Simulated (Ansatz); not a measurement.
# AlFGaH3OSi: one species, many methods

The task here is to estimate one member of a computed series from the others.

The runs use Ansatz 0.2.0, Gaussian basis; functionals in def2-TZVPP, the program's frozen cores in correlated methods.

Plan: LDA (SPW92), PBE-D4, revPBE-D4, BLYP-D4, r2SCAN-D4, B97M-V, PBE0-D4, B3LYP-D4, r2SCANh-D4, r2SCAN0-D4, HSE06-D4, BHLYP-D4, CAM-B3LYP-D4, LC-ωPBE, ωB97X-V, ωB97M-V, B2PLYP, PBE-QIDH; CCSD(T)/def2-SVP; CCSD(T)/def2-TZVPP; MP2/def2-QZVPP; extrapolation to the limit; RPA on PBE.

## The geometry

An earlier PBE0-D4 in a triple-zeta def2 set relaxation fixed the geometry.

SMILES `F[SiH2][Al]1[O][GaH]1`, 8 atoms, charge 0, spin multiplicity 1.

Atoms are counted from 1 here; the program's logs count them from 0.

Bond lengths: F1–Si2 1.609 Å, Si2–Al3 2.476 Å, Si2–H6 1.489 Å, Si2–H7 1.488 Å, Al3–O4 1.707 Å, Al3–Ga5 2.349 Å, O4–Ga5 1.884 Å, Ga5–H8 1.567 Å. Angles: F1–Si2–Al3 108.7°, F1–Si2–H6 107.6°, F1–Si2–H7 107.6°, Al3–Si2–H6 112.2°, Al3–Si2–H7 112.2°, H6–Si2–H7 108.4°, Si2–Al3–O4 134.3°, Si2–Al3–Ga5 173.2°, O4–Al3–Ga5 52.5°, Al3–O4–Ga5 81.5°, Al3–Ga5–O4 46.0°, Al3–Ga5–H8 165.8°, O4–Ga5–H8 119.8°.

Set-up of the first run:

in.yaml reads:

```yaml
crystal:
  periodic: [false, false, false]
  atoms:
    - {symbol: F, position_ang: [0.007156, 2.159854, 2.013147]}
    - {symbol: Si, position_ang: [0.670831, 1.739399, 0.608661]}
    - {symbol: Al, position_ang: [-0.236097, -0.461852, -0.071448]}
    - {symbol: O, position_ang: [0.009612, -1.489322, -1.412421]}
    - {symbol: Ga, position_ang: [-1.246394, -2.541897, -0.482488]}
    - {symbol: H, position_ang: [0.351242, 2.807377, -0.377710]}
    - {symbol: H, position_ang: [2.146415, 1.703897, 0.800811]}
    - {symbol: H, position_ang: [-1.702756, -3.917447, -1.078552]}
basis:
  gaussian: {orbitals: def2-TZVPP}
hamiltonian: {xc: lda}
output: {orbitals: {seedname: orbitals}}
```

Among the steps run: LDA; PBE-D4 (GGA); revPBE-D4 (GGA); BLYP-D4 (GGA); r2SCAN-D4 (meta-GGA); B97M-V (meta-GGA); PBE0-D4 (hybrid); B3LYP-D4 (hybrid); r2SCANh-D4 (hybrid); r2SCAN0-D4 (hybrid); HSE06-D4 (hybrid); BHLYP-D4 (hybrid); CAM-B3LYP-D4 (range-separated); LC-ωPBE (range-separated); ωB97X-V (range-separated); ωB97M-V (range-separated); B2PLYP (double hybrid); PBE-QIDH (double hybrid).

One table of the session follows, with a row left open; its other results are not shown here.

It belongs to the step «Orbital energies across the functionals». 

```
  functional  HOMO (eV)  LUMO (eV)  gap (eV)
 LDA (SPW92)      -5.21      -2.99      2.22
      PBE-D4      -5.07      -2.80      2.27
   revPBE-D4      -5.01      -2.71      2.29
     BLYP-D4      -4.94      -2.66      2.28
   r2SCAN-D4      -5.26      -2.68      2.57
      B97M-V      -5.26      -2.74      2.52
     PBE0-D4          ?          ?         ?
    B3LYP-D4      -5.85      -2.23      3.62
  r2SCANh-D4      -5.61      -2.41      3.20
  r2SCAN0-D4      -6.14      -2.01      4.12
    HSE06-D4      -5.63      -2.44      3.19
    BHLYP-D4      -6.85      -1.27      5.58
CAM-B3LYP-D4      -7.17      -1.06      6.11
     LC-ωPBE      -8.32      -0.05      8.27
     ωB97X-V      -8.05      -0.13      7.92
     ωB97M-V      -7.90      -0.31      7.59
```

Q: Estimate the row for PBE0-D4 from the others.

As computed: HOMO (eV): -6.01; LUMO (eV): -2.07; gap (eV): 3.94. In the column «HOMO (eV)» it lies between r2SCAN0-D4 (-6.14) and B3LYP-D4 (-5.85).
